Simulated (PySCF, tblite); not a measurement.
**C2H9OSi2 radical, a small gas-phase stand-in for a defect centre (C site with back bonds [SiH3], C[SiH3], [H]): EPR parameters**

Aim: the EPR parameters of `[O]C([SiH3])C[SiH3]`. It is drawn as: oxygen hole.

Computed with tblite 0.8.0 and PySCF 2.14.0; each step states its level. No surroundings beyond the atoms listed, unless a continuum is named. Atoms count from 0, parts from 1.

## 1. Starting point

14 atoms, charge 0, multiplicity 2; geometry: distance geometry start.

## 2. Relaxing the cluster with GFN2-xTB

What the job is given:

```
{"job": {"kind": "relax", "xc": "GFN2-xTB", "basis": "xTB"}, "charge": 0, "multiplicity": 2}
C      0.669285    -0.810085     0.660411
Si     1.479350     0.832622     0.648635
C     -0.365908    -0.928306    -0.438418
Si    -1.661545     0.394919    -0.096693
O      0.069370    -1.068556     1.871901
H      1.461081    -1.581839     0.444598
H      2.941695     0.671724     0.668128
H      1.152733     1.587758     1.871553
H      1.121818     1.615790    -0.545668
H      0.062612    -0.830093    -1.436275
H     -0.840524    -1.965459    -0.445314
H     -1.027556     1.382166     0.790127
H     -2.791491    -0.307483     0.565612
H     -2.145356     0.991028    -1.326841
```

Method: GFN2-xTB geometry optimisation, gas phase.

The run is started by

```sh
$ OMP_NUM_THREADS=1 python cluster_run.py task.json out
```

One launch serves the whole session: the jobs run in the order shown.

The log of the run:

```text
step      E/eV     max force
  0    -443.27890    5.023
  1    -443.72059    1.717
  2    -443.81992    0.716
  3    -443.86521    0.415
  4    -443.88555    0.410
  5    -443.90379    0.536
  6    -443.92291    0.492
  7    -443.93945    0.291
  8    -443.95061    0.245
  9    -443.95828    0.243
 10    -443.96642    0.254
 11    -443.97606    0.258
 12    -443.98571    0.262
 13    -443.99413    0.204
 14    -444.00139    0.209
 15    -444.00817    0.197
 16    -444.01452    0.234
 17    -444.02070    0.220
 18    -444.02664    0.176
 19    -444.03201    0.214
 20    -444.03822    0.203
 21    -444.05446    0.489
 22    -444.06667    1.290
 23    -444.03601    0.982
 24    -444.07668    1.508
 25    -444.07987    2.762
 26    -444.11255    1.977
 27    -444.14960    2.044
 28    -444.25809    2.599
 29    -444.36377    2.611
 30    -444.51274    1.494
 31    -444.70861    0.800
 32    -444.82348    1.232
 33    -444.86578    0.686
 34    -444.95894    0.714
 35    -444.98499    1.498
 36    -445.09321    0.641
 37    -445.13334    0.559
 38    -445.22557    0.607
 39    -445.25000    0.516
 40    -445.28039    0.426
 41    -445.29540    0.429
 42    -445.32238    0.368
 43    -445.34299    0.408
 44    -445.36213    0.333
 45    -445.37525    0.308
 46    -445.38816    0.309
 47    -445.40173    0.307
 48    -445.41506    0.268
 49    -445.42664    0.273
 50    -445.43757    0.274
 51    -445.45211    0.320
 52    -445.47072    0.393
 53    -445.48512    0.417
 54    -445.49502    0.248
 55    -445.50035    0.211
 56    -445.50466    0.170
 57    -445.50903    0.181
 58    -445.51450    0.253
 59    -445.51930    0.222
 60    -445.52274    0.175
 61    -445.52650    0.161
 62    -445.53124    0.198
 63    -445.53691    0.230
 64    -445.54216    0.232
 65    -445.54632    0.158
 66    -445.54999    0.302
 67    -445.55606    0.286
 68    -445.56230    0.473
 69    -445.57571    0.254
 70    -445.58630    0.435
 71    -445.56949    1.148
 72    -445.59294    0.168
 73    -445.59551    0.181
 74    -445.60578    0.300
 75    -445.61030    0.160
 76    -445.61586    0.134
 77    -445.61964    0.125
 78    -445.62239    0.113
 79    -445.62490    0.114
 80    -445.62705    0.153
 81    -445.63029    0.217
 82    -445.63532    0.255
 83    -445.64151    0.243
 84    -445.64753    0.191
 85    -445.65158    0.194
 86    -445.65398    0.575
 87    -445.65847    0.271
 88    -445.66360    0.144
 89    -445.66932    0.234
 90    -445.67316    0.120
 91    -445.67599    0.134
 92    -445.67866    0.217
 93    -445.68232    0.260
 94    -445.68501    0.173
 95    -445.68672    0.087
 96    -445.68801    0.082
 97    -445.68945    0.099
 98    -445.69133    0.116
 99    -445.69339    0.116
100    -445.69481    0.079
101    -445.69566    0.051
102    -445.69607    0.039
103    -445.69635    0.042
104    -445.69673    0.048
105    -445.69722    0.069
106    -445.69778    0.080
107    -445.69823    0.063
108    -445.69855    0.040
109    -445.69884    0.052
110    -445.69921    0.068
111    -445.69968    0.064
112    -445.70019    0.056
113    -445.70069    0.074
114    -445.70119    0.106
115    -445.70177    0.138
116    -445.70247    0.137
117    -445.70323    0.097
118    -445.70391    0.060
119    -445.70455    0.064
120    -445.70511    0.085
121    -445.70547    0.065
122    -445.70570    0.039
123    -445.70593    0.036
124    -445.70616    0.039
125    -445.70633    0.029
126    -445.70648    0.038
127    -445.70664    0.047
128    -445.70680    0.044
129    -445.70693    0.030
130    -445.70701    0.023
131    -445.70708    0.025
132    -445.70717    0.029
133    -445.70731    0.035
134    -445.70751    0.042
135    -445.70773    0.035
136    -445.70795    0.032
137    -445.70816    0.035
138    -445.70842    0.052
139    -445.70872    0.057
140    -445.70901    0.043
141    -445.70923    0.029
142    -445.70940    0.032
143    -445.70959    0.049
144    -445.70988    0.058
145    -445.71035    0.070
146    -445.71104    0.083
147    -445.71198    0.081
148    -445.71299    0.125
149    -445.71419    0.154
150    -445.71554    0.143
151    -445.71764    0.102
152    -445.71893    0.141
153    -445.71995    0.162
154    -445.72137    0.122
155    -445.72507    0.133
156    -445.72683    0.167
157    -445.73014    0.168
158    -445.73257    0.147
159    -445.73517    0.164
160    -445.73754    0.109
161    -445.73921    0.096
162    -445.74063    0.093
163    -445.74178    0.086
164    -445.74284    0.120
165    -445.74411    0.148
166    -445.74570    0.149
167    -445.74668    0.139
168    -445.74809    0.083
169    -445.74874    0.060
170    -445.74911    0.050
171    -445.74933    0.048
172    -445.74972    0.045
173    -445.74991    0.039
174    -445.75007    0.027
175    -445.75019    0.022
176    -445.75031    0.028
177    -445.75041    0.028
178    -445.75049    0.026
179    -445.75057    0.023
180    -445.75067    0.031
181    -445.75082    0.049
182    -445.75102    0.056
183    -445.75123    0.046
184    -445.75139    0.027
185    -445.75152    0.029
186    -445.75163    0.031
187    -445.75176    0.030
188    -445.75186    0.026
189    -445.75198    0.020
190    -445.75208    0.019
191    -445.75218    0.024
192    -445.75229    0.028
193    -445.75241    0.025
194    -445.75250    0.019
195    -445.75258    0.021
196    -445.75267    0.019
197    -445.75280    0.030
198    -445.75295    0.035
199    -445.75308    0.030
200    -445.75319    0.029
201    -445.75319    0.029
202    -445.75457    0.073
203    -445.75484    0.015
204    -445.75496    0.003
```

Run time: 11 s. Hardware: 1 thread of Arm Neoverse V1, shared host.

Along the way:

```
step  energy from step 0 (eV)  largest force (eV/Å)
   0                   0.0000                5.0232
   8                  -0.6717                0.2445
  16                  -0.7356                0.2340
  24                  -0.7978                1.5084
  32                  -1.5446                1.2324
  40                  -2.0015                0.4256
  48                  -2.1362                0.2680
  56                  -2.2258                0.1700
  64                  -2.2633                0.2315
  72                  -2.3140                0.1688
  80                  -2.3481                0.1535
  88                  -2.3847                0.1435
  96                  -2.4091                0.0818
 104                  -2.4178                0.0480
 112                  -2.4213                0.0568
 120                  -2.4262                0.0847
 128                  -2.4279                0.0440
 136                  -2.4290                0.0324
 144                  -2.4310                0.0583
 152                  -2.4400                0.1415
 160                  -2.4586                0.1093
 168                  -2.4692                0.0830
 176                  -2.4714                0.0273
 184                  -2.4725                0.0276
 192                  -2.4734                0.0271
 200                  -2.4743                0.0287
 204                  -2.4761                0.0037
```

Close pairs (by a distance rule), those that changed most:

```
   bond  before (Å)  after (Å)  change (Å)
 Si1–O4       2.664      1.622      -1.043
 C0–Si1       1.832      2.744      +0.913
  C0–C2       1.514      1.463      -0.052
 C2–H10       1.141      1.089      -0.051
  C0–H5       1.127      1.078      -0.048
 C2–Si3       1.883      1.932      +0.048
  C0–O4       1.376      1.340      -0.037
Si3–H12       1.486      1.463      -0.023
```

Bonds of the start that broke: C0–Si1.

Bonds that formed: Si1–O4.

## 3. Geometry optimisation at PBE0-D3(BJ)/def2-SVP

What the job is given:

```
{"job": {"xc": "PBE0", "basis": "def2-SVP", "d3": "d3bj", "grid": 2, "kind": "geom", "shake": 0.01}, "charge": 0, "multiplicity": 2}
C      0.283979    -1.178590     0.530382
Si     1.900214     1.030925     0.735181
C     -0.340105    -0.880820    -0.795412
Si    -1.930407     0.111694    -0.560251
O      1.062346    -0.292613     1.148159
H     -0.134774    -1.924653     1.159415
H      2.925627     0.732381    -0.285153
H      2.497698     1.362077     2.027180
H      1.035718     2.094895     0.220352
H      0.371409    -0.296462    -1.380477
H     -0.544555    -1.814084    -1.297813
H     -1.675248     1.312100     0.231174
H     -2.930167    -0.753060     0.139311
H     -2.528211     0.481603    -1.857637
```

The log of the run:

```text
step   0  E = -735.07001022  max force = 0.026481
step   1  E = -735.07668532  max force = 0.006930
step   2  E = -735.07711384  max force = 0.004775
step   3  E = -735.07617568  max force = 0.012090
step   4  E = -735.07700324  max force = 0.005863
step   5  E = -735.07727124  max force = 0.002547
step   6  E = -735.07740537  max force = 0.001888
step   7  E = -735.07748007  max force = 0.001297
step   8  E = -735.07756363  max force = 0.000840
step   9  E = -735.07760072  max force = 0.000931
step  10  E = -735.07762208  max force = 0.000851
step  11  E = -735.07762923  max force = 0.000414
optimisation converged
```

Run time: 3.2 min. Hardware: 1 thread of Arm Neoverse V1, shared host; peak memory 0.67 GiB.

Step by step: (the energy doesn't fall at every step)

```
step  energy from step 0 (eV)  largest force component (eV/Å)
   0                   0.0000                          1.3617
   1                  -0.1816                          0.3564
   2                  -0.1933                          0.2455
   3                  -0.1678                          0.6217
   4                  -0.1903                          0.3015
   5                  -0.1976                          0.1310
   6                  -0.2012                          0.0971
   7                  -0.2033                          0.0667
   8                  -0.2055                          0.0432
   9                  -0.2065                          0.0479
  10                  -0.2071                          0.0438
  11                  -0.2073                          0.0213
```

Close pairs (by a distance rule), those that changed most:

```
   bond  before (Å)  after (Å)  change (Å)
 Si1–O4       1.620      1.677      +0.057
Si3–H11       1.460      1.494      +0.033
  C0–H5       1.062      1.095      +0.033
 Si1–H8       1.464      1.494      +0.030
  C0–O4       1.331      1.358      +0.027
 Si1–H7       1.461      1.486      +0.024
 C2–H10       1.079      1.102      +0.023
Si3–H13       1.476      1.497      +0.021
```

The next job starts from the end point, and lists it.

```
                         at the end point                value
  point group (found at 0.08 Å tolerance)                   C1
rotational constants (GHz, main isotopes)  5.696, 1.520, 1.364
                        dipole moment (D)                 0.95
                                     ⟨S²⟩                0.754
```

## 4. EPR parameters: B3LYP/IGLO-III+pcH-1

What the job is given:

```
{"job": {"kind": "epr"}, "charge": 0, "multiplicity": 2}
C      0.402688    -1.218003     0.466571
Si     1.893563     1.043654     0.796514
C     -0.272806    -0.843808    -0.801325
Si    -1.906181     0.107909    -0.532559
O      0.943513    -0.257948     1.260181
H      0.065993    -2.093291     1.031380
H      3.065556     0.567973     0.000725
H      2.335309     1.682601     2.062818
H      1.117554     2.021956    -0.023786
H      0.378789    -0.229229    -1.451410
H     -0.510702    -1.754964    -1.374077
H     -1.658387     1.354790     0.251657
H     -2.860489    -0.756172     0.226839
H     -2.524754     0.482060    -1.843304
```

Method: UKS B3LYP, IGLO-III on C O Si, pcH-1 on H, non-relativistic, mean-field spin-orbit, GIAO.

The log of the run:

```text
UKS, coarse grid
  cycle   1  E = -735.83770121  |g| = 5.14e-01
  cycle   2  E = -735.62774993  |g| = 9.01e-01
  cycle   3  E = -735.92493630  |g| = 1.06e-01
  cycle   4  E = -735.92852323  |g| = 4.35e-02
  cycle   5  E = -735.92941376  |g| = 1.01e-02
  cycle   6  E = -735.92946276  |g| = 2.35e-03
  cycle   7  E = -735.92946810  |g| = 1.03e-03
  cycle   8  E = -735.92946938  |g| = 4.45e-04
UKS, final grid
  cycle   1  E = -735.92946140  |g| = 5.44e-04
  cycle   2  E = -735.92946128  |g| = 7.41e-04
  cycle   3  E = -735.92946155  |g| = 6.05e-05
  cycle   4  E = -735.92946155  |g| = 2.70e-05
E = -735.92946155 Eh   <S^2> = 0.7538 (exact 0.7500)
g shifts (ppm)      1          2          3
  rmc          -182       -182       -182
  gc              1         24         27
  oz_so         -60        715       1941
  total        -241        558       1787
hyperfine (MHz)  atom isotope    a_iso     a_fc   dipolar eigenvalues
    0   13C     151.01     151.12    -74.35    -72.21    146.55
    1  29Si     -12.83     -12.86     -3.43      1.41      2.02
    2   13C     -21.71     -21.73     -3.04     -1.78      4.82
    3  29Si    -123.87    -124.04    -18.69      8.72      9.97
    4   17O      -8.72      -8.77    -43.31     20.97     22.34
    5    1H     -43.50     -43.52    -33.82     -1.54     35.35
    6    1H       9.01       9.01     -2.50     -2.07      4.56
    7    1H      -2.64      -2.64     -1.96     -1.50      3.46
    8    1H       1.63       1.63     -1.86     -1.67      3.52
    9    1H      58.35      58.35     -4.67     -4.00      8.67
   10    1H      16.76      16.76     -4.83     -4.19      9.03
   11    1H      -1.19      -1.19     -2.39     -1.10      3.49
   12    1H      -3.33      -3.33     -2.42     -1.33      3.76
   13    1H      21.27      21.27     -1.92     -0.81      2.72
```

It took 79 s on 1 thread of Arm Neoverse V1, shared host; peak memory 1 GiB.

Principal g values 2.00208, 2.00288, 2.00411; g(iso) = 2.00302, against 2.00232 for a free electron.

Hyperfine couplings, nucleus by nucleus at this fixed geometry (no averaging over rotations):

```
nuclei  isotope  a(iso) (MHz)  a(iso) (G, at g = 2.0023)  largest dipolar term (MHz)
    C0      13C         151.0                       53.9                       146.6
   Si3     29Si        -123.9                      -44.2                       -18.7
    H9       1H          58.4                       20.8                         8.7
    H5       1H         -43.5                      -15.5                        35.4
    C2      13C         -21.7                       -7.7                         4.8
   H13       1H          21.3                        7.6                         2.7
   H10       1H          16.8                        6.0                         9.0
   Si1     29Si         -12.8                       -4.6                        -3.4
    H6       1H           9.0                        3.2                         4.6
    O4      17O          -8.7                       -3.1                       -43.3
   H12       1H          -3.3                       -1.2                         3.8
    H7       1H          -2.6                       -0.9                         3.5
    H8       1H           1.6                        0.6                         3.5
   H11       1H          -1.2                       -0.4                         3.5
```

Mulliken spin populations:

C0 0.92; Si1 0.01; C2 -0.07; Si3 0.08; O4 0.06; H5 -0.04; H6 0.01; H7 0.00; H8 0.00; H9 0.02; H10 0.01; H11 0.00; H12 0.00; H13 0.01

## 5. g tensor and hyperfine couplings: BHandHLYP/IGLO-III+pcH-1

Settings changed since step 4:

```diff
@@ -1,2 +1,2 @@
-{"job": {"kind": "epr"}, "charge": 0, "multiplicity": 2}
+{"job": {"kind": "epr", "xc": "BHandHLYP"}, "charge": 0, "multiplicity": 2}
 C      0.402688    -1.218003     0.466571
```

Method: UKS BHandHLYP, IGLO-III on C O Si, pcH-1 on H, non-relativistic, mean-field spin-orbit, GIAO.

The log of the run:

```text
UKS, coarse grid
  cycle   1  E = -735.71229745  |g| = 4.31e-01
  cycle   2  E = -735.69718277  |g| = 5.08e-01
  cycle   3  E = -735.78508815  |g| = 5.58e-02
  cycle   4  E = -735.78651807  |g| = 2.03e-02
  cycle   5  E = -735.78676757  |g| = 6.11e-03
  cycle   6  E = -735.78680186  |g| = 2.48e-03
  cycle   7  E = -735.78680996  |g| = 6.70e-04
UKS, final grid
  cycle   1  E = -735.78680628  |g| = 4.16e-04
  cycle   2  E = -735.78680640  |g| = 3.14e-04
  cycle   3  E = -735.78680645  |g| = 1.18e-04
  cycle   4  E = -735.78680647  |g| = 6.70e-05
  cycle   5  E = -735.78680648  |g| = 1.55e-05
E = -735.78680648 Eh   <S^2> = 0.7560 (exact 0.7500)
g shifts (ppm)      1          2          3
  rmc          -183       -183       -183
  gc             -1         24         25
  oz_so         -58        674       1781
  total        -242        515       1623
hyperfine (MHz)  atom isotope    a_iso     a_fc   dipolar eigenvalues
    0   13C     188.54     188.65    -77.35    -74.24    151.59
    1  29Si      -9.98     -10.00     -2.98      1.08      1.91
    2   13C     -29.65     -29.66     -2.50     -2.06      4.56
    3  29Si    -117.62    -117.78    -18.04      8.22      9.82
    4   17O     -15.07     -15.12    -41.91     19.86     22.05
    5    1H     -56.37     -56.40    -36.01     -1.79     37.80
    6    1H       5.76       5.76     -2.49     -2.16      4.65
    7    1H      -2.59      -2.59     -1.88     -1.51      3.39
    8    1H       0.95       0.95     -1.86     -1.69      3.55
    9    1H      59.61      59.61     -5.04     -3.93      8.97
   10    1H      18.19      18.19     -5.15     -4.26      9.41
   11    1H      -1.28      -1.29     -2.33     -1.20      3.53
   12    1H      -3.24      -3.24     -2.40     -1.41      3.81
   13    1H      20.29      20.29     -1.77     -0.78      2.55
```

It took 88 s on 1 thread of Arm Neoverse V1, shared host; peak memory 1 GiB.

In short: g(iso) 2.00295.

## 6. Side by side: EPR parameters

g, ⟨S²⟩ and isotropic hyperfine couplings (MHz), with basis size and wall time:

```
                     run   g(iso)   ⟨S²⟩  13C C0  29Si Si3  1H H9  1H H5  13C C2  functions  time
    B3LYP/IGLO-III+pcH-1  2.00302  0.754   151.0    -123.9   58.4  -43.5   -21.7        283  79 s
BHandHLYP/IGLO-III+pcH-1  2.00295  0.756   188.5    -117.6   59.6  -56.4   -29.7        283  88 s
```

## 7. What came out

| quantity | value |
| --- | --- |
| point group | C1 |
| rotational constants (main isotopes) | 5.70, 1.52, 1.36 GHz |
| g(iso) (B3LYP) | 2.00302 |
| ⟨S²⟩ | 0.754 (exact 0.75) |
| largest a(iso) | 13C on C0, 151.0 MHz |

**Reading.** Bonds broke on relaxing, so the results belong to the rearranged structure. New bonds formed on relaxing, so the results belong to the rearranged structure. The start of the PBE0/def2-SVP relaxation was shaken at random by about 0.01 Å, so part of the energy gained, and of the first lengths quoted, undoes that. Over 11 steps the energy fell by 0.207 eV; of the close pairs, Si1–O4 changed most, 1.620 to 1.677 Å (PBE0/def2-SVP). Most of the unpaired spin sits on C0 (0.92 e). The isotropic g lies 0.7 ppt above the free-electron value. The coupling of 13C on C0 runs from 151.0 (B3LYP/IGLO-III+pcH-1) to 188.5 MHz (BHandHLYP/IGLO-III+pcH-1). A capped cluster stands for the solid here, so long-range fields and strain are missing, and bands or shifts of the capping hydrogens have no counterpart in it.
